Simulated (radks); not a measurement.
# The first electron to leave In⁹⁺

In⁹⁺ stands in [Kr] 4d(3/2: 4, 5/2: 0). From which sub-shell is an electron easiest to take? Each removal is a run of its own. The parent's configuration is the lowest that an earlier search found at this level.

Program: radks (a radial shooting solver on a logarithmic mesh, Libxc functionals) version 1. Level of theory: Dirac Kohn-Sham, PBE, spin-unpolarised, spherical densities, finite nucleus. These are calculated values, not measurements, unless marked.

1 further run of the same task is left out (set aside as unsound or not needed).

## (1) Starting point

| Quantity | Value |
| --- | --- |
| element | indium (Z = 49) |
| charge | +9 |
| electrons | 40 |
| configuration | [Kr] 4d(3/2: 4, 5/2: 0) |
| nuclear rms radius | 4.6156 fm |

A shell typed twice in an input gives the lower j, then the higher j.

## (2) The parent, In⁹⁺

The parent was computed earlier with the same settings: E = -5858.244832 hartree. Its outer levels (eV):

| level | occupation | energy (eV) |
| --- | --- | --- |
| 3p3/2 | 4 | -805.01 |
| 3d3/2 | 4 | -605.84 |
| 3d5/2 | 6 | -597.97 |
| 4s1/2 | 2 | -276.21 |
| 4p1/2 | 2 | -237.60 |
| 4p3/2 | 4 | -229.94 |
| 4d3/2 | 4 | -167.07 |
| 4d5/2 | 0 | -165.79 |

## (3) Remove 4d3/2: [Kr] 4d(3/2: 3, 5/2: 0)

Settings of this run:

```text
Z 49
configuration [Kr] 4d3 4d0
relativity Dirac
functional pbe,pbe
spin unpolarised
j_filling energy
nucleus finite rms 4.6156 fm
c 137.035999084
```

## (4) Remove 4p3/2: [Ar] 3d10 4s2 4p(1/2: 2, 3/2: 3) 4d(3/2: 4, 5/2: 0)

Changes since step 3:

```diff
@@ -1,3 +1,3 @@
 Z 49
-configuration [Kr] 4d3 4d0
+configuration [Ar] 3d10 4s2 4p2 4p3 4d4 4d0
 relativity Dirac
```

## (5) Remove 4p1/2: [Ar] 3d10 4s2 4p(1/2: 1, 3/2: 4) 4d(3/2: 4, 5/2: 0)

Changes since step 4:

```diff
@@ -1,3 +1,3 @@
 Z 49
-configuration [Ar] 3d10 4s2 4p2 4p3 4d4 4d0
+configuration [Ar] 3d10 4s2 4p1 4p4 4d4 4d0
 relativity Dirac
```

## (6) Remove 4s1/2: [Ar] 3d10 4s1 4p6 4d(3/2: 4, 5/2: 0)

Changes since step 5:

```diff
@@ -1,3 +1,3 @@
 Z 49
-configuration [Ar] 3d10 4s2 4p1 4p4 4d4 4d0
+configuration [Ar] 3d10 4s1 4p6 4d4 4d0
 relativity Dirac
```

Before running it: what results should come out? Wanted: for each run, case; final configuration; Δ-SCF; −ε of the level emptied.

As calculated:

| case | final configuration | Δ-SCF (eV) | −ε of the level emptied (eV) |
| --- | --- | --- | --- |
| remove 4d3/2 | [Kr] 4d(3/2: 3, 5/2: 0) | 178.46 | 167.07 |
| remove 4p3/2 | [Ar] 3d10 4s2 4p(1/2: 2, 3/2: 3) 4d(3/2: 4, 5/2: 0) | 242.24 | 229.94 |
| remove 4p1/2 | [Ar] 3d10 4s2 4p(1/2: 1, 3/2: 4) 4d(3/2: 4, 5/2: 0) | 250.17 | 237.60 |
| remove 4s1/2 | [Ar] 3d10 4s1 4p6 4d(3/2: 4, 5/2: 0) | 289.18 | 276.21 |

In words: The 4d3/2 electron leaves first, at 178.46 eV; the next cheapest, 4p3/2, costs 242.24 eV. 4d3/2 is also the highest occupied level of the parent. NIST lists 178 eV (theoretical), between the same two configurations. Spin polarisation and multiplet splitting are left out, so open shells lie too high by an amount that depends on their filling.
